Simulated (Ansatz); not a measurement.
This Ansatz 0.2.0 run on GaB needs a look.

File input.yaml:

```yaml
crystal:
  lattice:
    - [2.71824, 0.0, 0.0]
    - [0.0, 2.71824, 0.0]
    - [0.0, 0.0, 3.23621]
  atoms:
    - { symbol: Ga, position: [0.5, 0.5, 0.5] }
    - { symbol: B, position: [0.0, 0.0, 0.0] }
hamiltonian:
  xc: pbe
  pseudopotentials: { kind: paw }
kpoints:
  mp_grid: { grid: [10, 10, 8] }
  band_path:
    path:
      - [[0.0, 0.0, 0.0], [0.0, 0.5, 0.0], [0.5, 0.5, 0.0], [0.0, 0.0, 0.0], [0.0, 0.0, 0.5], [0.0, 0.5, 0.5], [0.5, 0.5, 0.5], [0.0, 0.0, 0.5]]
      - [[0.0, 0.5, 0.0], [0.0, 0.5, 0.5]]
      - [[0.5, 0.5, 0.0], [0.5, 0.5, 0.5]]
    npoints: 14
scf:
  occupations: { method: gaussian, width: 5.0 }
  n_extra_bands: 6
  max_iter: 50
output:
  forces: true
  stress: true
  eigenvalues: true
  fatbands: false
```

Potentials or basis: Ansatz PAW.

Run with:

```console
$ ansatz run input.yaml --threads 2 --pin off --max-ram 5632MiB --backend cpu --events-out ev --progress --plain --runs-dir out
```

Output:

```text
Warning: RAYON_NUM_THREADS=2 ignored (pool sized by the plan → 2); use --threads N
[... 1 line left out ...]
Engine: ansatz 0.2.0, aarch64-unknown-linux-gnu
Pseudopotentials: kind: paw
Pseudopotential: Ga, paw, valence charge 13, recommended cutoff 420 eV (normal), Ga.paw.azcp
Pseudopotential: B, paw, valence charge 3, recommended cutoff 420 eV (normal), B.paw.azcp
Functional definition: PBE
  parameter kappa = 0.804
  parameter beta = 0.06672455060314922
  exchange = pbe_x(kappa = kappa, mu = beta*pi^2/3)
  correlation = pbe_c(beta = beta)
Crystal: 2 atoms, lattice volume = 23.912 Å³
Basis set: ecut = 420 eV, 471 PW (Γ), exchange–correlation on 40×40×48 points (8 copies of the dense FFT grid, shifted against one another)
Bands: 14, of which v1, the nominal top of the filled ones, is band 8 counted from 1 (7 counted from 0)
Symmetry: 16 space group operations
Space group: P4/mmm (ITA 123), of the structure as read, at distance tolerance 2.9e-5 Å
k-points: 105 of 800
[... 15 lines left out ...]
SCF 1 converged in 6 iterations: F = -3940.965655 eV  dr2 = 3.22e-8
  greatest PAW one-centre occupation: 0.994 electrons in one spin orbital (limit 2), on the Ga atom at site 0 (counted from 0), in its partial waves of l = 2
NSCF: frozen V_eff on 129 k-points
SCF converged after 6 iterations
Free energy (F): -3940.965655 eV
Harris-Foulkes:  -3940.965655 eV  (|F-HF|=7.51e-8)
Internal energy: -3932.197299 eV  (E = F + TS)
E sigma→0 (E₀):  -3936.581477 eV
Entropy (-TS):   -8.768355 eV (-4384.178 meV/atom)
Fermi energy:    10.903999 eV
--- Per-component energies (eV) ---
  E_band       = 1.799017
  E_kinetic    = 162.362209
  E_local      = -1819.381497  (includes V_loc(G=0)·N_el)
  E_nonlocal   = 438.478775
  E_hartree    = 864.186215
  E_xc         = -99.508439
  E_vxc        = -93.936332  (∫ρ·V_xc dr)
  E_paw        = -2067.445372  (= ΣΔE_a)
  E_vpaw       = -414.105981  (= ΣTr[D̂ρ^β])
  E_aug_tail   = -0.000087  (compensation charges beyond the density's cutoff)
  E_ewald      = -1410.889103
  E_smearing   = -8.768355  (= −TS)
  E_closure    = -0.000000  (closes the sum)
  Σ components = -3940.965655   (vs F -3940.965655, Δ=0.00e0)
--- Forces (eV/Å), atoms counted from 1 ---
  atom   1  Ga     0.00000000     0.00000000     0.00000000
  atom   2  B     -0.00000000    -0.00000000     0.00000000
  max |Σ_I F_I| component: 2.52e-29 eV/Å
--- Stress (GPa, compression-positive) ---
       24.092560       0.000000       0.000000
        0.000000      24.092560       0.000000
        0.000000       0.000000      14.133309
  P = ⅓ Tr σ = 20.7728 GPa (207.728 kbar)
[... 6 lines left out ...]
```

**Question.** What happened, and what is wrong with the input?

**Answer.** The run converged. The input holds a flaw that was put in on purpose: a smearing of electronvolts (scf.occupations = method gaussian, width 5.0). The program doesn't stop on it, so the numbers can't be trusted though the run ends normally.
